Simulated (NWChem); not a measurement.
**One shape, several levels: ZnH2O (SMILES [OH][ZnH])**

Wanted: a comparison of 6 runs (HF/STO-3G, HF/def2-SVP, PBE0/6-31G*, B3LYP/def2-SVP, PBE0/def2-SVP, B3LYP/6-31G*) of ZnH2O. 

The calculation is run with NWChem 7.3.0.

2 further runs of the same task are left out: 1 that didn't finish, 1 set aside as unsound or not needed.

## 1. The molecule

ZnH2O: 4 atoms, total charge 0, spin state singlet. SMILES: `[OH][ZnH]`. The shape is that of a PBE0-D4/def2-TZVP optimisation.

Bond lengths: O1–Zn2 1.774 Å, O1–H3 0.958 Å, Zn2–H4 1.514 Å. Angles: O1–Zn2–H4 176.0°, Zn2–O1–H3 117.8°.

## 2. Energy and gradient at HF/STO-3G (run 1)

run.py

```python
from ase import Atoms
from ase.calculators.nwchem import NWChem

molecule = Atoms(['O', 'Zn', 'H', 'H'], positions=[
    [0.383200, -0.976300, 0.546000],
    [0.072800, 0.593300, -0.221100],
    [-0.305200, -1.640400, 0.498600],
    [-0.095300, 1.963200, -0.843900],
])

calc = NWChem(
    label='m1',
    theory='scf',
    memory='2200 mb',
    basis='STO-3G',
    basispar='spherical bse',
    scf={'nopen': '0', 'rhf': None, 'thresh': '1e-08', 'maxiter': '80'},
)
molecule.calc = calc

forces = molecule.get_forces()
e = molecule.get_potential_energy()
print(f"E = {e:.6f} eV")
print("forces (eV/A):")
for s, f in zip(molecule.symbols, forces):
    print(f"{s:2s} {f[0]:10.5f} {f[1]:10.5f} {f[2]:10.5f}")
print("dipole (e A):", molecule.get_dipole_moment().round(4))
```

The run is started by

```
export ASE_NWCHEM_COMMAND="nwchem PREFIX.nwi > PREFIX.nwo"
python run.py
```

What it wrote:

```text
E = -49856.494207 eV
forces (eV/A):
O     0.61742    8.17097   -2.97970
Zn    0.26601   -4.65745    1.97846
H    -1.53937   -1.14851   -0.24024
H     0.65594   -2.36500    1.24148
dipole (e A): [-0.1343 -0.0262 -0.0504]
```

The calculator wrote m1.nwi:

```
title "m1"

permanent_dir m1

scratch_dir m1

start m1

geometry units angstrom nocenter noautosym noautoz
  O  3.8319999999999999e-01 -9.7629999999999995e-01 5.4600000000000004e-01
  Zn 7.2800000000000004e-02 5.9330000000000005e-01 -2.2109999999999999e-01
  H  -3.0520000000000003e-01 -1.6404000000000001e+00 4.9859999999999999e-01
  H  -9.5299999999999996e-02 1.9632000000000001e+00 -8.4389999999999998e-01
end

memory 2200 mb

basis spherical bse noprint
   * library STO-3G
end

scf
  nopen 0
  rhf
  thresh 1e-08
  maxiter 80
end

task scf gradient
```

m1.nwo (excerpt; [...] marks lines left out):

```text
[...]
      One-electron energy =  -2749.501741074416
[... 1 line left out ...]
 Nuclear repulsion energy =     94.584581370012
[... 33 lines left out ...]
                       ROHF Final Molecular Orbital Analysis
[... 152 lines left out ...]
     1   1 0 0     -0.253825      0.000000      9.163470
[...]
  wavefunction    =   RHF
                         RHF ENERGY GRADIENTS
    atom               coordinates                        gradient
                 x          y          z           x          y          z
   1 O       0.724143  -1.844939   1.031790   -0.012007  -0.158900   0.057946
   2 Zn      0.137572   1.121174  -0.417818   -0.005173   0.090573  -0.038475
   3 H      -0.576744  -3.099907   0.942217    0.029936   0.022335   0.004672
   4 H      -0.180091   3.709910  -1.594740   -0.012756   0.045992  -0.024143
[...]
```

Wall time 7.8 s (1 thread of Intel Xeon 6975P-C (Granite Rapids), shared host); peak memory 0.097 GiB.

## 3. Energy and gradient at HF/def2-SVP (run 2)

h2ozn.nw

```
start h2ozn
memory stack 880 mb heap 220 mb global 1100 mb

geometry noautosym nocenter noautoz
  O     0.383200   -0.976300    0.546000
  Zn    0.072800    0.593300   -0.221100
  H    -0.305200   -1.640400    0.498600
  H    -0.095300    1.963200   -0.843900
end

basis spherical bse
  O library def2-SVP
  Zn library def2-SVP
  H library def2-SVP
end

scf
  thresh 1e-08
  maxiter 80
  print low
end

task scf gradient
```

The run is started by

```
nwchem h2ozn.nw > h2ozn.out
```

What it wrote:

```text
[...]
  functions       =    55
[...]
  wavefunction    = RHF
[...]
         Total SCF energy =  -1853.516298336143
      One-electron energy =  -2777.182390775924
      Two-electron energy =    829.081511069768
 Nuclear repulsion energy =     94.584581370012
        Time for solution =      5.4s
[...]
                         RHF ENERGY GRADIENTS
    atom               coordinates                        gradient
                 x          y          z           x          y          z
   1 O       0.724143  -1.844939   1.031790    0.014653   0.016563   0.000041
   2 Zn      0.137572   1.121174  -0.417818   -0.003175   0.002414  -0.002405
   3 H      -0.576744  -3.099907   0.942217   -0.013574  -0.008856  -0.002626
   4 H      -0.180091   3.709910  -1.594740    0.002096  -0.010121   0.004989
 Task  times  cpu:        6.7s     wall:        6.7s
 Total times  cpu:        6.7s     wall:        6.7s
```

Wall time 7.5 s (1 thread of Intel Xeon 6975P-C (Granite Rapids), shared host); peak memory 0.1 GiB.

Runs 3 to 5 aren't shown in full; the table further down has their settings and results.

## 4. Energy and forces at B3LYP/6-31G(d) (Cartesian functions) (run 6)

input.xyz

```xyz
4
H2OZn
O      0.383200    -0.976300     0.546000
Zn     0.072800     0.593300    -0.221100
H     -0.305200    -1.640400     0.498600
H     -0.095300     1.963200    -0.843900
```

run.py

```python
from ase.io import read
from ase.calculators.nwchem import NWChem

system = read('input.xyz')

calc = NWChem(
    label='input',
    theory='dft',
    memory='2200 mb',
    basis='6-31G*',
    dft={'xc': 'b3lyp', 'mult': '1', 'grid': 'xfine', 'convergence': 'energy 1e-08', 'iterations': '100', 'mulliken': None},
)
system.calc = calc

forces = system.get_forces()
e = system.get_potential_energy()
print(f"E = {e:.6f} eV")
print("forces (eV/A):")
for s, f in zip(system.symbols, forces):
    print(f"{s:2s} {f[0]:10.5f} {f[1]:10.5f} {f[2]:10.5f}")
print("dipole (e A):", system.get_dipole_moment().round(4))
```

The run is started by

```
export ASE_NWCHEM_COMMAND="nwchem PREFIX.nwi > PREFIX.nwo"
python run.py
```

What it wrote:

```text
E = -50491.790468 eV
forces (eV/A):
O     0.23243    1.06331   -0.31882
Zn    0.05857   -0.55736    0.24899
H    -0.34607   -0.32653   -0.02679
H     0.05507   -0.17946    0.09657
dipole (e A): [-0.2825 -0.0328 -0.1151]
```

The calculator wrote input.nwi:

```
title "input"

permanent_dir input

scratch_dir input

start input

geometry units angstrom nocenter noautosym noautoz
  O  3.8319999999999999e-01 -9.7629999999999995e-01 5.4600000000000004e-01
  Zn 7.2800000000000004e-02 5.9330000000000005e-01 -2.2109999999999999e-01
  H  -3.0520000000000003e-01 -1.6404000000000001e+00 4.9859999999999999e-01
  H  -9.5299999999999996e-02 1.9632000000000001e+00 -8.4389999999999998e-01
end

memory 2200 mb

basis noprint
   * library 6-31G*
end

dft
  xc b3lyp
  mult 1
  grid xfine
  convergence energy 1e-08
  iterations 100
  mulliken
end

task dft gradient
```

input.nwo (excerpt; [...] marks lines left out):

```text
[...]
         Total DFT energy =    -1855.539090229547
[...]
  wavefunction    = closed shell
                         DFT ENERGY GRADIENTS
    atom               coordinates                        gradient
                 x          y          z           x          y          z
   1 O       0.724143  -1.844939   1.031790   -0.004520  -0.020678   0.006200
   2 Zn      0.137572   1.121174  -0.417818   -0.001139   0.010839  -0.004842
   3 H      -0.576744  -3.099907   0.942217    0.006730   0.006350   0.000521
   4 H      -0.180091   3.709910  -1.594740   -0.001071   0.003490  -0.001878
[...]
```

Run time: 13 s. Hardware: 1 thread of Intel Xeon 6975P-C (Granite Rapids), shared host; peak memory 0.12 GiB.

## 5. Overview of the runs

```tsv
run	level	iteration cap	module	energy (Eh)	dipole moment (D)	HOMO energy (eV)	LUMO energy (eV)	wall time
1	HF/STO-3G	80	scf	-1832.192383	0.70	-3.40	6.20	7.8 s
2	HF/def2-SVP	80	scf	-1853.516298	–	–	–	7.5 s
3	PBE0/6-31G* (spherical functions)	100	dft	-1855.147946	1.53	-7.74	-0.19	10 s
4	B3LYP/def2-SVP	100	dft	-1855.548232	1.52	-7.25	-0.16	9 s
5	PBE0/def2-SVP	100	dft	-1855.166702	1.56	-7.57	0.18	8.7 s
6	B3LYP/6-31G* (Cartesian functions)	100	dft	-1855.539090	1.47	-7.45	-0.51	13 s
```

## 6. Summary of results

| quantity | value |
| --- | --- |
| run 6: total energy | -1855.53909 Eh |
| run 6: dipole moment | 1.47 D |
| run 6: HOMO energy | -7.45 eV |
| run 6: LUMO energy | -0.51 eV |
| run 6: HOMO–LUMO gap | 6.94 eV |
| run 6: largest force on an atom | 1.134 eV/Å |

Over runs 1, 3, 4, 5, 6 the dipole moment (its size) runs from 0.70 D (HF/STO-3G) to 1.56 D (PBE0/def2-SVP). The two ends differ in method and basis. Over runs 1, 3, 4, 5, 6 the HOMO–LUMO gap runs from 6.94 eV (B3LYP/6-31G*) to 9.60 eV (HF/STO-3G). Totals of different functionals can't be ranked against each other. In run 1 the basis is minimal, so the values are rough. All runs together took 56 s, the longest 13 s.
